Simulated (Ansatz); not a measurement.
## Molecular dynamics of CsHS

Input file:

```yaml
crystal:
  lattice:
    - [8.309923, 0.0, 0.0]
    - [0.0, 8.309923, 0.0]
    - [0.0, 0.0, 9.162888]
  atoms:
    - { symbol: Cs, position: [0.5, 0.0, 0.25] }
    - { symbol: Cs, position: [0.0, 0.0, 0.2672089] }
    - { symbol: Cs, position: [0.0, 0.0, 0.7327911] }
    - { symbol: Cs, position: [0.0, 0.5, 0.25] }
    - { symbol: H, position: [0.2418384, 0.0860789, 0.0] }
    - { symbol: H, position: [0.4139211, 0.7418384, 0.5] }
    - { symbol: H, position: [0.0860789, 0.7581616, 0.0] }
    - { symbol: H, position: [0.2581616, 0.4139211, 0.5] }
    - { symbol: S, position: [0.7513229, 0.2418013, 0.0] }
    - { symbol: S, position: [0.2418013, 0.2486771, 0.0] }
    - { symbol: S, position: [0.2581987, 0.2513229, 0.5] }
    - { symbol: S, position: [0.7486771, 0.2581987, 0.5] }
    - { symbol: Cs, position: [0.0, 0.5, 0.75] }
    - { symbol: Cs, position: [0.5, 0.5, 0.7672089] }
    - { symbol: Cs, position: [0.5, 0.5, 0.2327911] }
    - { symbol: Cs, position: [0.5, 0.0, 0.75] }
    - { symbol: H, position: [0.7418384, 0.5860789, 0.5] }
    - { symbol: H, position: [0.9139211, 0.2418384, 0.0] }
    - { symbol: H, position: [0.586079, 0.2581616, 0.5] }
    - { symbol: H, position: [0.7581616, 0.9139211, 0.0] }
    - { symbol: S, position: [0.2513229, 0.7418013, 0.5] }
    - { symbol: S, position: [0.7418013, 0.7486771, 0.5] }
    - { symbol: S, position: [0.7581987, 0.7513229, 0.0] }
    - { symbol: S, position: [0.2486771, 0.7581987, 0.0] }
basis:
  ecutwfc: 420.0
kpoints:
  mp_grid: { grid: [1, 1, 1] }
hamiltonian:
  xc: pbe
  dispersion: d3bj
scf:
  occupations: { method: fermi_dirac, width: 0.05 }
  lower_state_search: "off"
md:
  timestep: 0.75
  n_steps: 310
  ensemble: nve
  temperature: 1800.0
  initial_velocities: maxwell_boltzmann
  seed: 951358
```

Run as:

```bash
$ ansatz run input.yaml --threads 1 --pin off --max-ram 3072MiB --backend cpu --events-out ev --progress --plain --runs-dir out
```

It starts from an unrelaxed structure (largest force component 0.07 eV/Å).

Output, in part (step lines):

```
md step     0: t =     0.00 fs  T =  1800.0 K  F+E_penalty+E_count = -52730.63075692 eV  E_kin = 5.351364 eV  conserved = -52725.27939296 eV  (8 SCF iters)
[... lines left out ...]
```

The steps, from the saved trajectory:

```
time (fs)  T (K)  potential energy less start (eV)  conserved less start (meV/atom)
      0.0   1800                             0.000                             0.00
      7.5   1560                             0.724                             0.42
     15.0   1354                             1.338                             0.56
     22.5   1199                             1.805                             0.73
     30.0   1212                             1.763                             0.59
     37.5   1243                             1.663                             0.24
     45.0   1113                             2.055                             0.56
     52.5    935                             2.586                             0.66
     60.0    811                             2.957                             0.73
     67.5    737                             3.173                             0.56
     75.0    761                             3.105                             0.63
     82.5    783                             3.036                             0.57
     90.0    909                             2.658                             0.40
     97.5    835                             2.886                             0.67
    105.0    928                             2.601                             0.40
    112.5    929                             2.602                             0.48
    120.0    995                             2.395                             0.12
    127.5    947                             2.543                             0.29
    135.0    919                             2.628                             0.37
    142.5    977                             2.452                             0.18
    150.0    836                             2.878                             0.56
    157.5    758                             3.115                             0.69
    165.0    753                             3.128                             0.59
    172.5    904                             2.667                             0.13
    180.0    903                             2.673                             0.23
    187.5    831                             2.888                             0.35
    195.0    841                             2.858                             0.36
    202.5    826                             2.912                             0.65
    210.0    882                             2.746                             0.63
    217.5    865                             2.791                             0.51
    225.0    931                             2.586                             0.15
    232.5    926                             2.604                             0.27
```

All steps were run. The conserved energy stayed within 0.88 meV per atom of its start (net change 0.27 meV per atom), so the integration is sound. The temperature averaged 0.47 of the 1800 K drawn at the start: a run that starts near a minimum puts about half its kinetic energy into the potential. A run of 0.23 ps of so small a system gives no equilibrium averages. Limits of this set-up: coarse k mesh.

Mean squared displacements from the first frame to the last, about the centre of mass: Cs 0.57 Å², H 2.20 Å², S 0.65 Å².

Last frame:

```xyz
24
Lattice="8.3099 0.0000 0.0000 0.0000 8.3099 0.0000 0.0000 0.0000 9.1629" Properties=species:S:1:pos:R:3
Cs 3.273 -0.236 2.977
Cs -0.973 0.522 2.115
Cs 0.316 -0.458 7.253
Cs 0.062 4.157 1.808
H 2.467 1.381 1.383
H 1.641 4.707 4.039
H 1.353 6.260 0.247
H 1.712 2.278 4.024
S 6.326 2.080 -0.652
S 1.833 1.696 0.261
S 2.510 2.261 5.086
S 7.004 2.709 4.862
Cs 0.455 4.260 7.143
Cs 4.621 4.232 6.954
Cs 4.745 4.069 1.685
Cs 4.037 -0.176 6.950
H 5.920 5.750 4.440
H 6.500 1.820 -1.987
H 5.743 2.227 4.949
H 5.971 7.776 -0.106
S 1.050 6.031 3.853
S 6.111 7.070 4.428
S 6.134 6.479 -0.374
S 2.680 5.984 -0.069
```

Run time: 17 min on 1 thread of Arm Neoverse V1 (shared host), peak memory 0.57 GiB.
